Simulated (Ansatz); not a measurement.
# GaC (quartet): from Hartree-Fock to the top rungs at distance C1–Ga2 = 2.248 Å, cc-pVDZ

One table from this session's results is given with a row withheld; the runs are named, their logs left out.

The runs use Ansatz 0.2.0, Gaussian basis; cc-pVDZ, core rule «outside noble gas», up to 15 orbitals frozen.

The runs, in order: UHF; CCSD(T) on ROHF; CCSD(T) on UHF; BCCD(T) on ROHF; CISD; CCSDT(Q) on ROHF; CCSDT(Q) on UHF; CASSCF and MRCISD+Q, 5 electrons in 5 orbitals; CASSCF and NEVPT2, 5 electrons in 5 orbitals; CASSCF and MRCISD+Q, 7 electrons in 8 orbitals; CASSCF and NEVPT2, 7 electrons in 8 orbitals; Full CI.

21 further runs of the same task are left out: 2 for a known fault of the program, 15 that didn't finish, 4 set aside as unsound or not needed.

### The geometry

The geometry derives from a PBE0/def2-TZVP stationary point (not a proven minimum). One bond is set to the value named and the two fragments are kept rigid. No spin-orbit coupling is included. The filled d shell of Ga may be among the frozen orbitals whatever the setting's name suggests; the logs give the count.

2 atoms, charge 0, spin multiplicity 4.

Atoms are counted from 1 here; the program's logs count them from 0.

Bond lengths: C1–Ga2 2.248 Å.

The first run:

in.yaml reads:

```yaml
crystal:
  periodic: [false, false, false]
  atoms:
    - {symbol: C, position_ang: [0.000000, 0.000000, 0.000000]}
    - {symbol: Ga, position_ang: [0.000000, 0.000000, 2.248000]}
basis:
  gaussian: {orbitals: cc-pVDZ}
magnetization: {spin_polarized: true, initial_magnetization: 3}
hamiltonian: {xc: hf}
output: {orbitals: {seedname: orbitals}}
```

On the command line:

```
> ansatz run in.yaml --threads 1 --pin off --events-out ev --progress --plain --max-ram 2393MiB
```

Among the steps run: UHF; CCSD(T) on ROHF; CCSD(T) on UHF; BCCD(T) on ROHF; CISD; CCSDT(Q) on ROHF; CCSDT(Q) on UHF; CASSCF and MRCISD+Q, 5 electrons in 5 orbitals; CASSCF and NEVPT2, 5 electrons in 5 orbitals; CASSCF and MRCISD+Q, 7 electrons in 8 orbitals; CASSCF and NEVPT2, 7 electrons in 8 orbitals; Full CI.

One table of the session follows, with a row left open; its other results are not shown here.

```
          method  from FCI (meV)
            ROHF         +3909.1
             UHF         +3850.5
            RMP2         +1025.2
            UMP2         +1014.6
           RCCSD          +176.2
           UCCSD          +171.9
        RCCSD(T)           +50.1
        UCCSD(T)           +47.3
         BCCD(T)           +49.5
          RCCSDT            +8.6
          UCCSDT            +6.0
       RCCSDT(Q)               ?
       UCCSDT(Q)            -5.1
  CASSCF valence         +2510.3
  NEVPT2 valence          +545.3
  MRCISD valence          +131.1
MRCISD+Q valence            +3.1
             FCI               0
```

Estimate the missing values for RCCSDT(Q).

The run gave: from FCI (meV): -0.6. In the column «from FCI (meV)» it lies between UCCSDT(Q) (-5.1) and FCI (0).

Not comparable, so not listed: CISD (they don't share determinant, frozen orbitals or solution with the rows shown, or repeat one).

Limits of these values: Left out of the table: CASSCF pair, NEVPT2 pair, MRCISD pair, MRCISD+Q pair (the active space lost an orbital or holds another state than full CI finds). UCCSDT(Q) falls below full CI: unrestricted runs freeze a spin-polarised core, another one than full CI's, and coupled cluster isn't variational. Levels on UHF freeze UHF's core orbitals, full CI those of ROHF, so the U rows can settle a little off it for that reason alone. Restricted and unrestricted rows rest on different reference determinants; where their highest levels disagree by more than a few hundredths of an eV, they describe different states and don't form one ladder. Warnings in the runs' records: passed over end.
